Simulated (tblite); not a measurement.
# C4H11AlF3N: the cost of one run

Programs: tblite 0.8.0 and PySCF 2.14.0, with density-fitted response routines of our own. Each step states its level of theory. These are calculated values for one molecule, in the gas phase or a continuum, unless marked as measured. Atoms count from 0, in the outputs and in this text.

**1. The starting structure**

20 atoms, charge 0, multiplicity 1; geometry from: force field or distance geometry start.

Bonds of the start (Å): C0–N1 1.44, N1–C2 1.46, N1–Al3 1.92, N1–C4 1.43, C4–C5 1.48, C5–F6 1.41, C5–F7 1.40, C5–F8 1.35, C0–H9 1.14, C0–H10 1.09, C0–H11 1.10, C2–H12 1.10, C2–H13 1.10, C2–H14 1.10, Al3–H15 1.57, Al3–H16 1.62, Al3–H17 1.60, C4–H18 1.13, C4–H19 1.11.

**2. Geometry optimisation with GFN2-xTB**

The job: settings as JSON, then the geometry in Å.

```
{"job": {"kind": "relax", "xc": "GFN2-xTB", "basis": "xTB"}, "charge": 0, "multiplicity": 1}
C     -0.827700     0.389300    -1.264000
N     -0.330500    -0.040700     0.012300
C     -0.486700    -1.492500     0.010900
Al    -1.368800     0.713500     1.441800
C      0.995900     0.361100     0.344700
C      2.080000     0.019300    -0.596500
F      3.277200     0.532000    -0.066200
F      1.922800     0.767300    -1.766700
F      2.280200    -1.267600    -0.941700
H     -1.961100     0.366200    -1.136400
H     -0.536700     1.397600    -1.559500
H     -0.576700    -0.336500    -2.054300
H      0.158500    -1.996100     0.743300
H     -1.527000    -1.692200     0.307700
H     -0.370800    -1.831800    -1.028600
H     -2.070300     2.052200     1.026300
H     -0.397100     0.982600     2.708100
H     -2.492800    -0.304800     1.952900
H      0.987600     1.479000     0.531800
H      1.239000    -0.087200     1.330800
```

Started as:

```sh
$ OMP_NUM_THREADS=1 python probes_run.py task.json out
```

The driver reads the jobs from task.json and runs them one after another.

**Question.** How long does this first job take on 1 thread of Intel Xeon Platinum 8259CL at 2.50GHz, shared host, and how much memory does it need?

About 1.4 s, with a peak of 0.18 GiB.
